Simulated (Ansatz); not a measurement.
# CH4N2Sn: up Jacob's ladder to CCSD(T)

One table from this session's results is given with a row withheld; the runs are named, their logs left out.

Method: functionals in def2-TZVPP, the program's frozen cores in correlated methods; program: Ansatz 0.2.0, Gaussian basis.

Levels to be run: LDA (SPW92), PBE-D4, revPBE-D4, BLYP-D4, r2SCAN-D4, B97M-V, PBE0-D4, B3LYP-D4, r2SCANh-D4, r2SCAN0-D4, HSE06-D4, BHLYP-D4, CAM-B3LYP-D4, LC-ωPBE, ωB97X-V, ωB97M-V, B2PLYP, PBE-QIDH; CCSD(T)/def2-SVP; CCSD(T)/def2-TZVPP; MP2/def2-QZVPP; extrapolation to the limit; RPA on PBE.

## The relaxed structure

All runs share one geometry, relaxed beforehand with PBE0-D4 in a triple-zeta def2 set. Sn takes the def2 core potential; no spin-orbit term is included.

SMILES `C1=[N][SnH2][NH]1`, 8 atoms, charge 0, spin multiplicity 1.

Atoms are counted from 1 here; the program's logs count them from 0.

Bond lengths: C1–N2 1.293 Å, C1–N4 1.366 Å, C1–H5 1.096 Å, N2–Sn3 2.073 Å, Sn3–N4 2.087 Å, Sn3–H6 1.707 Å, Sn3–H7 1.707 Å, N4–H8 1.007 Å. Angles: N2–C1–N4 118.7°, N2–C1–H5 121.5°, N4–C1–H5 119.7°, C1–N2–Sn3 88.4°, N2–Sn3–N4 66.8°, N2–Sn3–H6 122.2°, N2–Sn3–H7 119.8°, N4–Sn3–H6 114.5°, N4–Sn3–H7 114.1°, H6–Sn3–H7 111.5°, C1–N4–Sn3 85.9°, C1–N4–H8 122.3°, Sn3–N4–H8 147.8°.

Set-up of the first run:

The input, in.yaml:

```yaml
crystal:
  periodic: [false, false, false]
  atoms:
    - {symbol: C, position_ang: [-0.790822, 0.187361, -0.937656]}
    - {symbol: N, position_ang: [0.200863, 0.995297, -1.129232]}
    - {symbol: Sn, position_ang: [1.063169, 0.253964, 0.603604]}
    - {symbol: N, position_ang: [-0.808493, -0.573911, 0.196896]}
    - {symbol: H, position_ang: [-1.619501, 0.118159, -1.651901]}
    - {symbol: H, position_ang: [1.135816, 1.165097, 2.045740]}
    - {symbol: H, position_ang: [2.355155, -0.856871, 0.498863]}
    - {symbol: H, position_ang: [-1.443988, -1.346198, 0.317788]}
basis:
  gaussian: {orbitals: def2-TZVPP}
hamiltonian: {xc: lda}
output: {orbitals: {seedname: orbitals}}
```

Run with:

```sh
$ ansatz run in.yaml --threads 2 --pin off --events-out ev --progress --plain --max-ram 4352MiB
```

Among the steps run: LDA; PBE-D4 (GGA); revPBE-D4 (GGA); BLYP-D4 (GGA); r2SCAN-D4 (meta-GGA); B97M-V (meta-GGA); PBE0-D4 (hybrid); B3LYP-D4 (hybrid); r2SCANh-D4 (hybrid); r2SCAN0-D4 (hybrid); HSE06-D4 (hybrid); BHLYP-D4 (hybrid); CAM-B3LYP-D4 (range-separated); LC-ωPBE (range-separated); ωB97X-V (range-separated); ωB97M-V (range-separated); B2PLYP (double hybrid); PBE-QIDH (double hybrid).

One of the session's tables, all rows but one given; the rest of the session is left out.

It belongs to the step «Orbital energies across the functionals». 

| functional | HOMO (eV) | gap (eV) |
| --- | --- | --- |
| LDA (SPW92) | -5.51 | 3.34 |
| PBE-D4 | -5.30 | 3.37 |
| revPBE-D4 | -5.23 | 3.40 |
| BLYP-D4 | -5.17 | 3.30 |
| r2SCAN-D4 | -5.52 | 3.87 |
| B97M-V | -5.55 | 3.71 |
| PBE0-D4 | -6.50 | 5.35 |
| B3LYP-D4 | -6.30 | 4.88 |
| r2SCANh-D4 | -5.97 | 4.59 |
| r2SCAN0-D4 | -6.67 | 5.68 |
| HSE06-D4 | ? | ? |
| BHLYP-D4 | -7.61 | 7.17 |
| CAM-B3LYP-D4 | -7.85 | 7.56 |
| LC-ωPBE | -9.17 | 10.04 |
| ωB97X-V | -8.82 | 9.54 |
| ωB97M-V | -8.75 | 9.17 |

**Question.** Estimate the row for HSE06-D4.

As computed: HOMO (eV): -6.10; gap (eV): 4.59. In the column «HOMO (eV)» it lies between B3LYP-D4 (-6.30) and r2SCANh-D4 (-5.97).
